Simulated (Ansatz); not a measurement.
Run this with the Python package of Ansatz (0.2.0) and show what comes out.

Script `tios.py`:
```python
"""k-point test for TiOs."""

import ansatz

lattice = ansatz.Lattice.of(
    [3.08, 0.0, 0.0],
    [0.0, 3.08, 0.0],
    [0.0, 0.0, 3.08],
)
sites = [
    ("Ti", [0.5, 0.5, 0.5]),
    ("Os", [0.0, 0.0, 0.0]),
]
tios = ansatz.Crystal(lattice=lattice)
for symbol, position in sites:
    tios = tios.atom(symbol, position)

calculation = (
    tios.calculation()
    .functional(ansatz.Functional.PBESOL)
    .basis(380, xc_grid=1)
    .occupations(ansatz.OccupationsMethod.FERMI_DIRAC, width=0.01)
)

rows = []
for value in [(3, 3, 3), (5, 5, 5), (6, 6, 6), (7, 7, 7), (9, 9, 9)]:
    summary = calculation.kpoints(mesh=value).run().report
    rows.append((value, summary["free_energy_ev"] / len(summary["lattice"]["sites"]), summary["n_iterations"], summary["n_kpoints"]))

print("        mesh   F/atom (eV)    iterations      k-points")
for row in rows:
    print(f"{str(row[0]):>12s}  {row[1]:12.5f}  {row[2]:12d}  {row[3]:12d}")

# differences from the last row
for row in rows[:-1]:
    shift = 1000 * (row[1] - rows[-1][1])
    print(f"{row[0]}: {shift:+.2f} meV/atom" + ("  (within 1 meV)" if abs(shift) < 1 else ""))
```

```console
$ python tios.py
DeckWarning: basis.ecutwfc = 380 eV is below the records' recommended 420 eV, and the density's cutoff is lower with it unless basis.ecutrho_ratio is high enough to keep the records' density cutoff: compare with a run at a higher cutoff
        mesh   F/atom (eV)    iterations      k-points
   (3, 3, 3)   -6863.23886             7             4
   (5, 5, 5)   -6863.18588             6            10
   (6, 6, 6)   -6863.16982             6            20
   (7, 7, 7)   -6863.17308             6            20
   (9, 9, 9)   -6863.17125             6            35
(3, 3, 3): -67.61 meV/atom
(5, 5, 5): -14.63 meV/atom
(6, 6, 6): +1.43 meV/atom
(7, 7, 7): -1.83 meV/atom
```
(Warnings from the package without file and line.)

Reading the output:
- The cutoff lies under the one recommended for these potentials.
- Spin-orbit coupling, which matters for elements this heavy, is left out.
- The structure is a deposited one; some such entries were measured under pressure or heat, so a shift against it needn't be the functional's error alone.
- Shifts are counted from the finest mesh, which is itself no proven limit.
- Finished in 3.1 s on 1 thread of Arm Neoverse V2 (shared host), peak memory 0.34 GiB.
